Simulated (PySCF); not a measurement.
**The bond of MgSb+, level by level**

One table from this session's results is given with a row withheld; the runs are named, their logs left out.

Program: PySCF 2.14.0. Level of theory: Mg aug-cc-pVDZ, Sb aug-cc-pVDZ-PP with ECP28, scalar-relativistic core potentials. These are calculated values, not measurements.

1 further run of the same task is left out (it didn't finish).

Set-up of the first run:

Settings of the job:

```yaml
atoms: Mg, Sb
charge: 1
basis: Mg aug-cc-pVDZ, Sb aug-cc-pVDZ-PP with ECP28
Hamiltonian: scalar-relativistic core potentials
basis_functions: 59
electrons_treated: 34
masses_in_u: 23.9850, 120.9038
levels: PBE0, PBE, r²SCAN, TPSSh, B97-3, B3LYP, HF, MP2, SCS-MP2
grid: 80 radial by 434 angular points
occupations: held fixed by the projection of orbital angular momentum
dissociation_limit: Mg+ + Sb, each in its ground configuration
starting_distance_in_angstrom: 2.820
values_of_2S_to_try: 0, 2, 4
```

Run with:

```console
$ OMP_NUM_THREADS=1 python dia.py task.json out
```

Among the steps run: Input; PBE0 along the bond; Excited determinants; PBE (GGA); r²SCAN (meta-GGA); TPSSh; B97-3 (global hybrid GGA); B3LYP (global hybrid GGA); ROHF (mean field).

One of the session's tables, all rows but one given; the rest of the session is left out.

It belongs to the step «The curves together». Energy (eV) from each level's lowest point:

| R (Å) | ROHF | ROHF-MP2 | ROHF-SCS-MP2 | PBE | r²SCAN |
| --- | --- | --- | --- | --- | --- |
| 2.374 | 0.600 | 0.571 | 0.602 | 0.548 | 0.520 |
| 2.485 | 0.274 | 0.249 | 0.273 | 0.246 | 0.224 |
| 2.595 | 0.092 | 0.075 | 0.090 | 0.079 | 0.066 |
| 2.678 | ? | ? | ? | ? | ? |
| 2.761 | 0.000 | 0.000 | 0.000 | 0.000 | 0.000 |
| 2.844 | 0.009 | 0.019 | 0.011 | 0.012 | 0.017 |
| 2.954 | 0.059 | 0.083 | 0.063 | 0.062 | 0.072 |
| 3.092 | 0.162 | 0.204 | 0.169 | 0.159 | 0.173 |
| 3.258 | 0.319 | 0.381 | 0.330 | 0.302 | 0.312 |
| 3.479 | 0.552 | 0.638 | 0.565 | 0.501 | 0.498 |

**Question.** Estimate the row for R (Å) = 2.678.

Worked estimate for «ROHF». A straight line through the neighbours (2.595, 0.092) and (2.761, 0.000) gives 0.092 + (0.000 − 0.092) × (2.678 − 2.595) / (2.761 − 2.595) = 0.046; a parabola fitted to 4 rows on both sides gives 0.022.

As computed: ROHF: 0.024; ROHF-MP2: 0.015; ROHF-SCS-MP2: 0.023; PBE: 0.019; r²SCAN: 0.013. In «ROHF» the line misses by +0.022 and the parabola by -0.002.
